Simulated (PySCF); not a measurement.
# Ways to converge the SCF of NbO (quartet)

Do solver options change the result for NbO (quartet), or only the number of cycles?

Program: PySCF 2.14.0. Level of theory: each script names its method and basis. These are calculated values, not measurements.

4 further runs of the same task are left out: 4 that didn't finish.

**1. The system as given**

NbO (quartet): 2 atoms, charge 0, spin multiplicity 4.

Bond lengths: Nb1–O2 1.960 Å.

**2. The base run**

File input.py:

```python
from pyscf import gto, scf
from pyscf.hessian import thermo

mol = gto.M(
    atom='Nb 0 0 0; O 0 0 1.96',
    basis='crenbl',
    ecp={'Nb': 'crenbl', 'O': 'crenbl'},
    charge=0,
    spin=3,
    verbose=4,
)
mf = scf.UHF(mol)
mf = mf.newton()
mf.kernel()
hess = mf.Hessian().kernel()
print('wavenumber (cm^-1) =', thermo.harmonic_analysis(mol, hess)['freq_wavenumber'].round(1))
mf.dip_moment()
print('orbital energies (hartree):', [e[max(0, n-3):n+3].round(4) for e, n in zip(mf.mo_energy, mol.nelec)])
```

Run with:

```console
$ python input.py
```

The log of this run is left out.

In short: E(SCF) = -71.860223 Eh, 5 macro-iterations, ⟨S²⟩ = 4.663, μ = 4.76 D.

⟨S²⟩ = 4.66 against 3.75 for a pure state: the determinant is spin-contaminated. The bond length is a typed value, not an optimised one, so the wavenumber is not that of the minimum. No search for the lowest state was made; open d or f shells can end in a higher solution. The quartet is typed in the script; nothing here shows that it is the ground state.

**3. Damping 0.5**

Variant 1 changes damping: none → 0.5.

File input.py:

```python
from pyscf import gto, scf
from pyscf.hessian import thermo

mol = gto.M(
    atom='Nb 0 0 0; O 0 0 1.96',
    basis='crenbl',
    ecp={'Nb': 'crenbl', 'O': 'crenbl'},
    charge=0,
    spin=3,
    verbose=4,
)
mf = scf.UHF(mol)
mf.damp = 0.5
mf.diis_start_cycle = 8
mf = mf.newton()
mf.kernel()
hess = mf.Hessian().kernel()
print('wavenumber (cm^-1) =', thermo.harmonic_analysis(mol, hess)['freq_wavenumber'].round(1))
mf.dip_moment()
print('orbital energies (hartree):', [e[max(0, n-3):n+3].round(4) for e, n in zip(mf.mo_energy, mol.nelec)])
```

Run with:

```console
$ python input.py
```

**4. Cycle limit 5**

Variant 2 changes cycle limit: 50 → 5.

Changes to input.py since step 2:

```diff
@@ -12,2 +12,3 @@
 mf = scf.UHF(mol)
+mf.max_cycle = 5
 mf = mf.newton()
```

**5. Initial guess atom**

Variant 3 changes initial guess: minao → atom.

Changes to input.py since step 2:

```diff
@@ -12,2 +12,3 @@
 mf = scf.UHF(mol)
+mf.init_guess = 'atom'
 mf = mf.newton()
```

Before running it: what results should come out? Wanted: for each run, E(SCF); from base; gap, α spin; SCF dipole.

As calculated:

| run | E(SCF) (hartree) | from base (eV) | cycles | gap, α spin (eV) | SCF dipole (D) |
| --- | --- | --- | --- | --- | --- |
| base | -71.860223 | 0 | 5 macro | 7.36 | 4.76 |
| damping 0.5 | -71.860223 | 0.0000 | 5 macro | 7.36 | 4.76 |
| cycle limit 5 | -71.860223 | 0.0000 | 5 macro | 7.36 | 4.76 |
| initial guess atom | -71.860223 | 0.0000 | 5 macro | 7.36 | 4.76 |

Distance from each run's final energy (log10 hartree) by cycle:

| run | cycle 1 | cycle 2 | cycle 3 | cycle 5 | cycle 8 | cycle 12 |
| --- | --- | --- | --- | --- | --- | --- |
| base | -1.7 | -1.8 | -4.0 | < -11 | done | done |
| damping 0.5 | -1.7 | -1.8 | -4.0 | < -11 | done | done |
| cycle limit 5 | -1.7 | -1.8 | -4.0 | < -11 | done | done |
| initial guess atom | -1.3 | -2.6 | -5.9 | < -11 | done | done |

In words: No change of the SCF energy comes from damping 0.5 or cycle limit 5 or initial guess atom. The cycles with damping 0.5 repeat those of the base digit for digit, so the setting never acted.
